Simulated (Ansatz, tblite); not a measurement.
**Ga4As4 wurtzite atom sphere (Ga4As4H14): rung by rung**

The task here is to estimate one member of a computed series from the others.

The runs use Ansatz 0.2.0, Gaussian basis; as each input shows.

Levels to be run: GFN1-xTB, GFN2-xTB, PBE-D4/def2-TZVP, r2SCAN-D4/def2-TZVP, r2SCAN0-D4/def2-TZVP, r2SCANh-D4/def2-TZVP, B97M-V/def2-TZVP, PBE-D4/def2-SVP, PBE0-D4/def2-SVP, HF/STO-3G, HF/6-31G, B3LYP-D4/6-31G, MP2/def2-TZVP, RPA/def2-TZVP.

**The relaxed structure**

The singlet was relaxed beforehand with PBE-D4/def2-SVP.

22 atoms, charge 0, spin multiplicity 1.

Bond lengths: Ga1–As2 2.576 Å, Ga1–As4 2.489 Å, Ga1–H9 1.578 Å, Ga1–H10 1.578 Å, As2–Ga6 2.487 Å, As2–H11 1.526 Å, As2–H12 1.526 Å, Ga3–As4 2.489 Å, Ga3–As5 2.576 Å, Ga3–H13 1.578 Å, Ga3–H14 1.578 Å, As4–Ga7 2.489 Å, As4–H15 1.528 Å, As5–Ga6 2.487 Å, As5–H16 1.526 Å, As5–H17 1.526 Å, Ga6–As8 2.487 Å, Ga6–H18 1.574 Å and more. Angles: As2–Ga1–As4 97.0°, As2–Ga1–H9 103.1°, As2–Ga1–H10 103.1°, As4–Ga1–H9 111.6°, As4–Ga1–H10 111.6°, H9–Ga1–H10 125.4°, Ga1–As2–Ga6 122.9°, Ga1–As2–H11 112.3°, Ga1–As2–H12 112.3°, Ga6–As2–H11 104.6°, Ga6–As2–H12 104.6°, H11–As2–H12 96.7°, As4–Ga3–As5 97.0°, As4–Ga3–H13 111.6°, As4–Ga3–H14 111.6°, As5–Ga3–H13 103.0°, As5–Ga3–H14 103.2°, H13–Ga3–H14 125.4° and more.

PBE0-D4/def2-TZVP was run before; its log isn't repeated, and its numbers join the tables.

The first run:

Tight binding, by tblite at 300 K electronic temperature and without a spin-polarisation term:

```python
tblite.interface.Calculator('GFN1-xTB', numbers, positions, charge=0, uhf=0).singlepoint()
```

Tight binding, by tblite at 300 K electronic temperature and without a spin-polarisation term:

```python
tblite.interface.Calculator('GFN2-xTB', numbers, positions, charge=0, uhf=0).singlepoint()
```

start.molden holds the orbitals of an earlier run on this state, given as this run's starting guess.

Contents of in.yaml:

```yaml
crystal:
  periodic: [false, false, false]
  atoms:
    - {symbol: Ga, position_ang: [-2.111748, -1.213564, -1.433691]}
    - {symbol: As, position_ang: [-1.902800, -1.099157, 1.131671]}
    - {symbol: Ga, position_ang: [2.104061, -1.224276, -1.437958]}
    - {symbol: As, position_ang: [-0.001330, -0.004547, -1.962647]}
    - {symbol: As, position_ang: [1.908920, -1.097250, 1.127697]}
    - {symbol: Ga, position_ang: [0.003832, 0.005933, 2.285254]}
    - {symbol: Ga, position_ang: [0.002680, 2.429884, -1.444215]}
    - {symbol: As, position_ang: [-0.000360, 2.204400, 1.122155]}
    - {symbol: H, position_ang: [-1.988744, -2.758039, -1.734516]}
    - {symbol: H, position_ang: [-3.380493, -0.322010, -1.728107]}
    - {symbol: H, position_ang: [-1.999217, -2.475558, 1.782381]}
    - {symbol: H, position_ang: [-3.145218, -0.504317, 1.787275]}
    - {symbol: H, position_ang: [1.967720, -2.769610, -1.728933]}
    - {symbol: H, position_ang: [3.377484, -0.344095, -1.745543]}
    - {symbol: H, position_ang: [-0.002646, -0.007582, -3.490848]}
    - {symbol: H, position_ang: [2.010123, -2.471679, 1.781850]}
    - {symbol: H, position_ang: [3.153140, -0.498742, 1.776483]}
    - {symbol: H, position_ang: [0.005210, 0.008891, 3.859033]}
    - {symbol: H, position_ang: [-1.398765, 3.089868, -1.746783]}
    - {symbol: H, position_ang: [1.406716, 3.085863, -1.743420]}
    - {symbol: H, position_ang: [-1.144311, 2.978727, 1.769415]}
    - {symbol: H, position_ang: [1.135747, 2.986870, 1.773458]}
basis:
  gaussian: {orbitals: def2-TZVP, fitting: {mean_field: def2-universal-jkfit}, initial_orbitals: start.molden}
hamiltonian: {xc: pbe, dispersion: d4}
scf: {omitted_lower_state_checks: [starts]}
output: {orbitals: {seedname: orbitals}}
```

Started as:

```
$ ansatz run in.yaml --threads 2 --pin off --events-out ev --progress --plain --max-ram 32768MiB --backend cuda --devices 0, --max-vram 18GiB
```

Among the steps run: PBE-D4/def2-TZVP; r2SCAN-D4/def2-TZVP; r2SCAN0-D4/def2-TZVP; r2SCANh-D4/def2-TZVP; B97M-V/def2-TZVP; PBE-D4/def2-SVP; PBE0-D4/def2-SVP; HF/STO-3G; HF/6-31G; B3LYP-D4/6-31G; MP2/def2-TZVP; RPA/def2-TZVP.

One table of the session follows, with a row left open; its other results are not shown here.

It belongs to the step «Binding energy». 

| level | binding an atom (eV) |
| --- | --- |
| HF/6-31G | 1.564 |
| HF/def2-TZVP | 1.705 |
| PBE-D4/def2-SVP | 2.495 |
| PBE-D4/def2-TZVP | 2.492 |
| r2SCAN-D4/def2-TZVP | 2.522 |
| B97M-V/def2-TZVP | 2.535 |
| r2SCANh-D4/def2-TZVP | 2.513 |
| B3LYP-D4/6-31G | 2.463 |
| PBE0-D4/def2-SVP | 2.489 |
| PBE0-D4/def2-TZVP | ? |
| r2SCAN0-D4/def2-TZVP | 2.500 |
| MP2/def2-TZVP | 2.379 |

Estimate the missing values for PBE0-D4/def2-TZVP.

As computed: binding an atom (eV): 2.485. In the column «binding an atom (eV)» it lies between B3LYP-D4/6-31G (2.463) and PBE0-D4/def2-SVP (2.489).

To keep in mind: Free atoms were run apart at each level; binding is atoms less cluster, divided by the number of atoms, without zero-point or spin-orbit terms.
